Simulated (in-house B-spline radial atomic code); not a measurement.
# Ge: excited configurations

How much energy does it take to promote electrons of Ge to other shells? Each configuration is solved by itself and compared with the reference.

The numbers are computed with in-house B-spline radial atomic code version 1 (Dirac-Hartree-Fock, average of configuration, Fermi nucleus, basis-set limit), except any that are marked as measured or tabulated.

## 1. The atom as given

| Quantity | Value |
| --- | --- |
| element | germanium (Z = 32) |
| charge | 0 |
| electrons | 32 |
| configuration | [Ar] 3d10 4s2 4p2 |
| Hamiltonian | Dirac-Coulomb |
| nucleus | Fermi, rms radius 4.074 fm |

Outer shells as boxes (Hund's rule):

[Ar] 3d10 4s2 4p2
```
[Ar] core
3d [↑↓][↑↓][↑↓][↑↓][↑↓]
4s [↑↓]
4p [↑ ][↑ ][  ]
```

The boxes draw the filling by Hund's rule, which heavy ions in jj coupling don't follow; these runs average over all states of the configuration.

The run's settings:

```ini
Z = 32
electrons = 32.0
configuration = [Ar] 3d10 4s2 4p2
hamiltonian = dirac
method = hf
spin_polarised = False
nucleus = fermi
rms_radius = 4.0742
mass_number = 74
atomic_mass = 73.92117776
speed_of_light = 137.035999084
```

The reference is known from an earlier run: -2097.470375 hartree in all. Up to eight levels, counted from the top:

| orbital | occupation | energy (eV) | <r> (bohr) |
| --- | --- | --- | --- |
| 3s1/2 | 2 | -201.70 | 0.6220 |
| 3p1/2 | 2 | -144.96 | 0.6398 |
| 3p3/2 | 4 | -140.41 | 0.6497 |
| 3d3/2 | 4 | -44.048 | 0.7215 |
| 3d5/2 | 6 | -43.391 | 0.7266 |
| 4s1/2 | 2 | -15.523 | 2.188 |
| 4p1/2 | 0.666667 | -7.417 | 2.868 |
| 4p3/2 | 1.33333 | -7.236 | 2.914 |

## 2. Configuration [Ar] 3d9 4s2 4p2 5p1

The run's settings:

```ini
Z = 32
electrons = 32.0
configuration = [Ar] 3d9 4s2 4p2 5p1
hamiltonian = dirac
method = hf
spin_polarised = False
nucleus = fermi
rms_radius = 4.0742
mass_number = 74
atomic_mass = 73.92117776
speed_of_light = 137.035999084
```

## 3. Run with [Ne] 3s2 3p5 3d10 4s2 4p2 7d1

Changes to the settings of step 2:

```diff
@@ -2,3 +2,3 @@
 electrons = 32.0
-configuration = [Ar] 3d9 4s2 4p2 5p1
+configuration = [Ne] 3s2 3p5 3d10 4s2 4p2 7d1
 hamiltonian = dirac
```

## 4. Configuration [Ar] 3d9 4s2 4p2 5s1

Changes to the settings of step 3:

```diff
@@ -2,3 +2,3 @@
 electrons = 32.0
-configuration = [Ne] 3s2 3p5 3d10 4s2 4p2 7d1
+configuration = [Ar] 3d9 4s2 4p2 5s1
 hamiltonian = dirac
```

## 5. [Ar] 3d10 4s1 4p2 7f1

Changes to the settings of step 4:

```diff
@@ -2,3 +2,3 @@
 electrons = 32.0
-configuration = [Ar] 3d9 4s2 4p2 5s1
+configuration = [Ar] 3d10 4s1 4p2 7f1
 hamiltonian = dirac
```

## 6. Run with [Ne] 3s2 3p5 3d10 4s2 4p2 6p1

Changes to the settings of step 5:

```diff
@@ -2,3 +2,3 @@
 electrons = 32.0
-configuration = [Ar] 3d10 4s1 4p2 7f1
+configuration = [Ne] 3s2 3p5 3d10 4s2 4p2 6p1
 hamiltonian = dirac
```

## 7. Run with [Ar] 3d10 4s2 4p1 8g1

Changes to the settings of step 6:

```diff
@@ -2,3 +2,3 @@
 electrons = 32.0
-configuration = [Ne] 3s2 3p5 3d10 4s2 4p2 6p1
+configuration = [Ar] 3d10 4s2 4p1 8g1
 hamiltonian = dirac
```

## 8. [Ar] 3d10 4s2 4p1 6f1

Changes to the settings of step 7:

```diff
@@ -2,3 +2,3 @@
 electrons = 32.0
-configuration = [Ar] 3d10 4s2 4p1 8g1
+configuration = [Ar] 3d10 4s2 4p1 6f1
 hamiltonian = dirac
```

## 9. Run with [Ar] 3d10 4s2 4p1 7s1

Changes to the settings of step 8:

```diff
@@ -2,3 +2,3 @@
 electrons = 32.0
-configuration = [Ar] 3d10 4s2 4p1 6f1
+configuration = [Ar] 3d10 4s2 4p1 7s1
 hamiltonian = dirac
```

Before running: How far above the reference does each configuration lie (order and size, in eV)?

The runs gave:

| net move | configuration | energy above the reference (eV) | with Breit, QED, recoil (eV) | largest <r> (bohr) |
| --- | --- | --- | --- | --- |
| 4p → 7s | [Ar] 3d10 4s2 4p1 7s1 | 6.097 | 6.096 | 26.3 |
| 4p → 6f | [Ar] 3d10 4s2 4p1 6f1 | 6.497 | 6.496 | 47.9 |
| 4p → 8g | [Ar] 3d10 4s2 4p1 8g1 | 6.663 | 6.662 | 86.0 |
| 4s → 7f | [Ar] 3d10 4s1 4p2 7f1 | 14.415 | 14.404 | 67.4 |
| 3d → 5s | [Ar] 3d9 4s2 4p2 5s1 | 33.241 | 33.269 | 6.78 |
| 3d → 5p | [Ar] 3d9 4s2 4p2 5p1 | 34.246 | 34.273 | 9.18 |
| 3p → 6p | [Ne] 3s2 3p5 3d10 4s2 4p2 6p1 | 132.99 | 132.87 | 18.5 |
| 3p → 7d | [Ne] 3s2 3p5 3d10 4s2 4p2 7d1 | 133.66 | 133.54 | 48.6 |

Quantum defects of the promoted electron, δ = n − ζ/√(−2ε) with ζ = 1 and ε its orbital energy in hartree:

| promotion | δ |
| --- | --- |
| 4p → 7s | 2.820 |
| 4p → 6f | 0.002 |
| 4s → 7f | 0.004 |
| 3d → 5s | 2.912 |
| 3d → 5p | 2.467 |
| 3p → 6p | 2.432 |
| 3p → 7d | 1.128 |

**Reading.** The energies run from 6.097 eV (4p → 7s) to 133.66 eV (3p → 7d). 5 of them lie more than 2 % above the ionisation threshold that Koopmans' theorem gives (7.236 eV), where such states can decay by emitting an electron. Of those tabulated, the defect is largest for 5s (2.91) and least for 6f (0.00): low angular momentum penetrates the core, high angular momentum stays outside it. Two partly filled shells share a symmetry and can mix in the average, which may lower the energy, for: 3d → 5p; 3p → 6p; 3p → 7d. These are averages over configurations, without correlation, not spectroscopic levels.
